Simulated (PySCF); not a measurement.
# The bond of RbGe+, level by level

The task here is to estimate one member of a computed series from the others.

Method: Rb def2-SVP with ECP28, Ge def2-SVP, scalar-relativistic core potentials; program: PySCF 2.14.0.

1 further run of the same task is left out (it didn't finish).

Set-up of the first run:

Settings of the job:

| Item | Value |
| --- | --- |
| atoms | Rb, Ge |
| charge | 1 |
| basis | Rb def2-SVP with ECP28, Ge def2-SVP |
| Hamiltonian | scalar-relativistic core potentials |
| basis functions | 56 |
| electrons treated | 40 |
| masses in u | 84.9118, 73.9212 |
| levels | PBE0, PBE, r²SCAN, B97-3, MN15, BP86, HF, MP2, SCS-MP2 |
| grid | 80 radial by 434 angular points |
| occupations | held fixed by the projection of orbital angular momentum |
| dissociation limit | Rb+ + Ge, each in its ground configuration |
| starting distance in angstrom | 3.320 |
| values of 2S to try | 0, 2 |

Command:

```sh
$ OMP_NUM_THREADS=1 python dia.py task.json out
```

Among the steps run: Set-up; The PBE0 curve of the state that the search chose; Excited determinants; PBE (GGA); r²SCAN; B97-3 (global hybrid GGA); MN15; BP86 (GGA); UHF.

One table of the session follows, with a row left open; its other results are not shown here.

| level | Re (Å) | ωe (cm⁻¹) | De (eV) |
| --- | --- | --- | --- |
| UHF | 4.093 | 47.6 | 0.202 |
| UHF-MP2 | 3.937 | 54.0 | 0.249 |
| UHF-SCS-MP2 | 3.966 | 52.5 | 0.237 |
| PBE | 3.899 | 54.5 | 0.300 |
| BP86 | 3.929 | 52.4 | 0.261 |
| r²SCAN | 3.933 | 53.1 | 0.247 |
| PBE0 | 3.895 | 54.7 | 0.268 |
| B97-3 | 3.908 | 57.1 | 0.242 |
| MN15 | ? | ? | ? |

Q: Estimate the row for MN15 from the others.

As computed: Re (Å): 3.855; ωe (cm⁻¹): 57.1; De (eV): 0.272. In the column «Re (Å)» it is the lowest.

De is counted to Rb+ + Ge in their ground configurations.

Limits of these values: The bond is weak, and basis-set superposition, which was not computed, may be a sizeable part of it.
